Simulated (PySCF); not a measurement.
**BNH2Cl2 (BCl2(NH2)): MP2/STO-3G**

Aim: the vertical ionisation energy of BNH2Cl2 (BCl2(NH2)) at MP2/STO-3G, from 2 runs. Input form: a Python script.

Program for the calculation: PySCF 2.14.0.

**1. The molecule**

BNH2Cl2 has 6 atoms, charge 0, and is taken as a singlet. SMILES: `NB(Cl)Cl`. Geometry: relaxed at GFN2-xTB.

Bond lengths: B1–Cl2 1.734 Å, B1–Cl3 1.733 Å, B1–N4 1.386 Å, N4–H5 1.006 Å, N4–H6 1.006 Å. Angles: Cl2–B1–Cl3 120.4°, Cl2–B1–N4 119.7°, Cl3–B1–N4 119.8°, B1–N4–H5 123.3°, B1–N4–H6 123.0°, H5–N4–H6 113.7°.

**2. A single-point energy at MP2/STO-3G**

Input file mol.xyz:

```xyz
6
BCl2H2N
B      0.292890     0.511460     0.004020
Cl     1.965580     0.537960     0.461330
Cl    -0.517930     1.975810    -0.445570
N     -0.398200    -0.689810    -0.003320
H     -1.366870    -0.767900    -0.264590
H      0.024530    -1.567520     0.248130
```

Input file run.py:

```python
from pyscf import gto, mp

mol = gto.M(
    atom='mol.xyz',
    verbose=3,
    max_memory=1860,
    basis='sto-3g',
)

calc0 = mol.RHF()
calc0.conv_tol = 1e-10
calc0.kernel()
if not calc0.converged:
    calc0 = calc0.newton().run(calc0.mo_coeff, calc0.mo_occ)

pt = mp.MP2(calc0, frozen=12).run()
e_tot = pt.e_tot
print('E = %.10f Eh' % e_tot)
```

Run with:

```
OMP_NUM_THREADS=1 python run.py
```

Log:

```text
converged SCF energy = -988.572108438143
E(RMP2) = -988.673967416212  E_corr = -0.10185897806907
E(SCS-RMP2) = -988.678530288491  E_corr = -0.106421850347959
E = -988.6739674162 Eh
```

Run time: 0.6 s. Hardware: 1 thread of Arm Neoverse V2, shared host; peak memory 0.12 GiB.

**3. The doublet cation, same level**

Input file calc.py:

```python
from pyscf import gto, scf, mp

mol = gto.Mole()
mol.atom = '''
B    0.292890   0.511460   0.004020
Cl   1.965580   0.537960   0.461330
Cl  -0.517930   1.975810  -0.445570
N   -0.398200  -0.689810  -0.003320
H   -1.366870  -0.767900  -0.264590
H    0.024530  -1.567520   0.248130
'''
mol.max_memory = 1860
mol.charge = 1
mol.spin = 1
mol.basis = 'sto-3g'
mol.verbose = 4
mol.build()

hf = scf.UHF(mol)
hf.conv_tol = 1e-10
hf.kernel()
if not hf.converged:
    hf = hf.newton().run(hf.mo_coeff, hf.mo_occ)

pt = mp.MP2(hf, frozen=12).run()
e_tot = pt.e_tot
print('E(%s) = %.9f' % ('MP2', e_tot))
```

Run with:

```
OMP_NUM_THREADS=1 python calc.py
```

Log:

```text
PySCF version 2.14.0

[INPUT] num. atoms = 6
[INPUT] num. electrons = 47
[INPUT] charge = 1
[INPUT] spin (= nelec alpha-beta = 2S) = 1
[INPUT] symmetry False subgroup None
[INPUT] Mole.unit = angstrom
[INPUT] Symbol           X                Y                Z      unit          X                Y                Z       unit  Magmom
[INPUT]  1 B      0.292890000000   0.511460000000   0.004020000000 AA    0.553481884624   0.966519323670   0.007596699021 Bohr   0.0
[INPUT]  2 Cl     1.965580000000   0.537960000000   0.461330000000 AA    3.714407875923   1.016597065971   0.871787353046 Bohr   0.0
[INPUT]  3 Cl    -0.517930000000   1.975810000000  -0.445570000000 AA   -0.978745851696   3.733739774177  -0.842005269322 Bohr   0.0
[INPUT]  4 N     -0.398200000000  -0.689810000000  -0.003320000000 AA   -0.752488942802  -1.303551977986  -0.006273890734 Bohr   0.0
[INPUT]  5 H     -1.366870000000  -0.767900000000  -0.264590000000 AA   -2.583009947884  -1.451120691054  -0.500002635299 Bohr   0.0
[INPUT]  6 H      0.024530000000  -1.567520000000   0.248130000000 AA    0.046354981836  -2.962183494778   0.468897743288 Bohr   0.0

nuclear repulsion = 184.008206116361
number of shells = 18
number of NR pGTOs = 90
number of NR cGTOs = 30
basis = sto-3g
ecp = {}

******** <class 'pyscf.scf.uhf.UHF'> ********
method = UHF
initial guess = minao
damping factor = 0
level_shift factor = 0
DIIS = <class 'pyscf.scf.diis.CDIIS'>
diis_start_cycle = 1
diis_space = 8
diis_damp = 0
SCF conv_tol = 1e-10
SCF conv_tol_grad = None
SCF max_cycles = 50
direct_scf = True
direct_scf_tol = 1e-13
number electrons alpha = 24  beta = 23
Set gradient conv threshold to 1e-05
init E= -988.640743107428
[... the frontier-level lines of each cycle are left out ...]

cycle= 1 E= -988.093263768377  delta_E= 0.547  |g|= 0.406  |ddm|=  2.2
cycle= 2 E= -988.227107856756  delta_E= -0.134  |g|= 0.167  |ddm|= 1.01
cycle= 3 E= -988.24829624717  delta_E= -0.0212  |g|= 0.0334  |ddm|= 0.285
cycle= 4 E= -988.250049911958  delta_E= -0.00175  |g|= 0.0104  |ddm|= 0.088
cycle= 5 E= -988.250225973306  delta_E= -0.000176  |g|= 0.00457  |ddm|= 0.0251
cycle= 6 E= -988.250262201406  delta_E= -3.62e-05  |g|= 0.0013  |ddm|= 0.0149
cycle= 7 E= -988.250265241323  delta_E= -3.04e-06  |g|= 0.000364  |ddm|= 0.00421
cycle= 8 E= -988.250265514235  delta_E= -2.73e-07  |g|= 7.4e-05  |ddm|= 0.00141
cycle= 9 E= -988.250265528341  delta_E= -1.41e-08  |g|= 3.03e-05  |ddm|= 0.000297
cycle= 10 E= -988.250265532081  delta_E= -3.74e-09  |g|= 1.32e-05  |ddm|= 0.000161
cycle= 11 E= -988.250265533002  delta_E= -9.21e-10  |g|= 3.95e-06  |ddm|= 9.61e-05
cycle= 12 E= -988.250265533075  delta_E= -7.34e-11  |g|= 5.75e-07  |ddm|= 3.34e-05
Extra cycle  E= -988.250265533076  delta_E= -1.14e-12  |g|= 2.47e-07  |ddm|= 1.38e-06
converged SCF energy = -988.250265533076  <S^2> = 0.76927639  2S+1 = 2.0191844

******** <class 'pyscf.mp.ump2.UMP2'> ********
nocc = (np.int64(12), np.int64(11)), nmo = (18, 18)
frozen orbitals 12
E(UMP2) = -988.349598234131  E_corr = -0.0993327010550178
E(SCS-UMP2) = -988.352770433111  E_corr = -0.102504900034584
E_corr(same-spin) = -0.0192627014208893
E_corr(oppo-spin) = -0.0800699996341286
E(MP2) = -988.349598234
```

Run time: 0.62 s. Hardware: 1 thread of Arm Neoverse V2, shared host; peak memory 0.12 GiB.

**4. Results**

Level: MP2/STO-3G, 12 core orbitals frozen.

```
                                                                  quantity          value
                                             singlet BNH2Cl2: total energy  -988.67397 Eh
                     singlet BNH2Cl2: dipole moment (Hartree–Fock density)         3.53 D
                      singlet BNH2Cl2: HOMO energy (Hartree–Fock orbitals)      -10.48 eV
                      singlet BNH2Cl2: LUMO energy (Hartree–Fock orbitals)        7.41 eV
                    singlet BNH2Cl2: HOMO–LUMO gap (Hartree–Fock orbitals)       17.89 eV
             singlet BNH2Cl2: correlation energy (12 core orbitals frozen)     -101.9 mEh
                                              doublet cation: total energy  -988.34960 Eh
doublet cation: HOMO energy (Hartree–Fock orbitals) (highest over α and β)      -16.58 eV
 doublet cation: LUMO energy (Hartree–Fock orbitals) (lowest over α and β)       -7.22 eV
              doublet cation: correlation energy (12 core orbitals frozen)      -99.3 mEh
                         doublet cation: ⟨S²⟩ of the reference determinant          0.769
                        vertical ionisation energy (to the doublet cation)       8.827 eV
```

What this shows: Removing an electron at fixed nuclei costs 8.83 eV (204 kcal/mol). In a minimal basis such a difference can be off by several eV, whatever the method. Mulliken charges (doublet cation) of the mean-field density run from -0.22 on N4 to +0.54 on B1; they depend strongly on the basis.
